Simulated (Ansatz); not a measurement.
Consider a ladder of basis sets of BrGaH, SMILES [GaH][Br] (the Python package of Ansatz (0.2.0)).

`brgah.xyz`
```text
3

Ga   -0.37500    0.15310   -0.19700
Br    1.57040    0.61620    0.92910
H    -1.20630   -0.83420   -0.74530
```

The script, `basis_brgah.py`:
```python
from dataclasses import dataclass

import ansatz


@dataclass
class Options:
    xc: str = "hf"


opts = Options()

molecule = ansatz.Crystal.molecule_from_extxyz("brgah.xyz")

base = (
    molecule.calculation()
    .functional(opts.xc)
    .spin("collinear", total=1)
)

energies = {}
for basis in ["def2-SVP", "def2-SVPD", "def2-TZVP", "def2-TZVPP"]:
    data = base.basis(gaussian=basis).run(threads=1).report
    size = data["n_frozen"] + data["n_occupied"][0] + data["n_virtual"][0]
    energies[basis] = (data["reference_energy_ev"] / 27.211386246, data["free_energy_ev"] / 27.211386246)
    print(f"{basis:14s} {size:4d} orbitals  reference {energies[basis][0]:14.6f} Ha  total {energies[basis][1]:14.6f} Ha")

last = energies["def2-TZVPP"][1]
for basis, (_, total) in energies.items():
    print(f"{basis:14s} lies {27.211386 * (total - last):9.4f} eV above def2-TZVPP")
```

How far does the total energy move along this ladder of basis sets?

Against def2-SVP: def2-SVPD -4.8 mHa, def2-TZVP -566.2 mHa and def2-TZVPP -566.6 mHa. The last step alone is -0.42 mHa (these two sets differ little on atoms other than hydrogen). From the first set to the last the time grows from 1.7 to 4.0 s.

What the script printed:

Output of `python basis_brgah.py`:
```text
def2-SVP         69 orbitals  reference   -4495.686015 Ha  total   -4495.686015 Ha
def2-SVPD        87 orbitals  reference   -4495.690849 Ha  total   -4495.690849 Ha
def2-TZVP       102 orbitals  reference   -4496.252187 Ha  total   -4496.252187 Ha
def2-TZVPP      110 orbitals  reference   -4496.252606 Ha  total   -4496.252606 Ha
def2-SVP       lies   15.4177 eV above def2-TZVPP
def2-SVPD      lies   15.2862 eV above def2-TZVPP
def2-TZVP      lies    0.0114 eV above def2-TZVPP
def2-TZVPP     lies    0.0000 eV above def2-TZVPP
```

Notes:
- The drop along the ladder measures the basis error, and is no property of the molecule.
- The geometry is a force-field or estimated start, not a minimum of this method, and the last set is no limit. Much of the fall in a total is atomic energy, which cancels in bond and reaction energies.
- The species is open-shell (spin multiplicity 2).
- Timing: 13 s on 1 thread of Arm Neoverse V1, with other jobs on the host, peak memory 0.31 GiB.
